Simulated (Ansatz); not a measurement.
# CHFGa+ (triplet): the correlation ladder, cc-pVDZ

Aim: climb from Hartree-Fock through coupled cluster and multireference methods for CHFGa+ (triplet) at one geometry and basis, and see what each rung misses.

The runs use Ansatz 0.2.0, Gaussian basis; cc-pVDZ, core rule «outside noble gas», up to 16 orbitals frozen.

To be run: UHF; CCSD(T) on ROHF; CCSD(T) on UHF; BCCD(T) on ROHF; CISD; CCSDT(Q) on ROHF; CCSDT(Q) on UHF; CASSCF and NEVPT2, 10 electrons in 10 orbitals.

21 further runs of the same task are left out: 2 for a known fault of the program, 6 that didn't finish, 13 set aside as unsound or not needed.

**1. The geometry**

The geometry is a PBE0/def2-TZVP stationary point (not a proven minimum) of the parent state, kept for this charge and spin. No spin-orbit coupling is included. The filled d shell of Ga may be among the frozen orbitals whatever the setting's name suggests; the logs give the count.

4 atoms, charge 1, spin multiplicity 3.

Atoms are counted from 1 here; the program's logs count them from 0.

Bond lengths: F1–C2 1.349 Å, C2–Ga3 2.047 Å, C2–H4 1.098 Å. Angles: F1–C2–Ga3 120.2°, F1–C2–H4 108.9°, Ga3–C2–H4 131.0°.

**2. UHF**

in.yaml reads:

```yaml
crystal:
  periodic: [false, false, false]
  atoms:
    - {symbol: F, position_ang: [0.000000, -0.359122, 2.139411]}
    - {symbol: C, position_ang: [0.000000, 0.564320, 1.155573]}
    - {symbol: Ga, position_ang: [0.000000, -0.021978, -0.805262]}
    - {symbol: H, position_ang: [0.000000, 1.564793, 1.607875]}
basis:
  gaussian: {orbitals: cc-pVDZ}
total_charge: 1
magnetization: {spin_polarized: true, initial_magnetization: 2}
hamiltonian: {xc: hf}
output: {orbitals: {seedname: orbitals}}
```

Run with:

```
$ ansatz run in.yaml --threads 1 --pin off --events-out ev --progress --plain --max-ram 2393MiB
```

After this run come: CCSD(T) on ROHF; CCSD(T) on UHF; BCCD(T) on ROHF; CISD; CCSDT(Q) on ROHF; CCSDT(Q) on UHF; CASSCF and NEVPT2, 10 electrons in 10 orbitals.

Q: Predict the results of all the runs planned. Wanted: UCCSDT(Q) below the RHF energy; RMP2 from UCCSDT(Q); UMP2 from UCCSDT(Q); RCCSD from UCCSDT(Q); RCCSD(T) from UCCSDT(Q); UCCSD(T) from UCCSDT(Q); RCCSDT(Q) from UCCSDT(Q); T1 diagnostic.

The runs gave:

| quantity | value |
| --- | --- |
| UCCSDT(Q) below the RHF energy | -10.0045 eV |
| RMP2 from UCCSDT(Q) | +960.5 meV |
| UMP2 from UCCSDT(Q) | +1032.9 meV |
| RCCSD from UCCSDT(Q) | +333.1 meV |
| RCCSD(T) from UCCSDT(Q) | +64.4 meV |
| UCCSD(T) from UCCSDT(Q) | +59.8 meV |
| RCCSDT(Q) from UCCSDT(Q) | +14.9 meV |
| levels within 1 kcal/mol (43 meV) | RCCSDT, UCCSDT, RCCSDT(Q) |
| T1 diagnostic | 0.035 |

**Reading.** RCCSD(T) lands +64.4 meV from the yardstick (0.6 % of the correlation energy). These misses are within one basis, not against nature; the frozen cores of restricted and unrestricted runs differ, which can shift their rows.
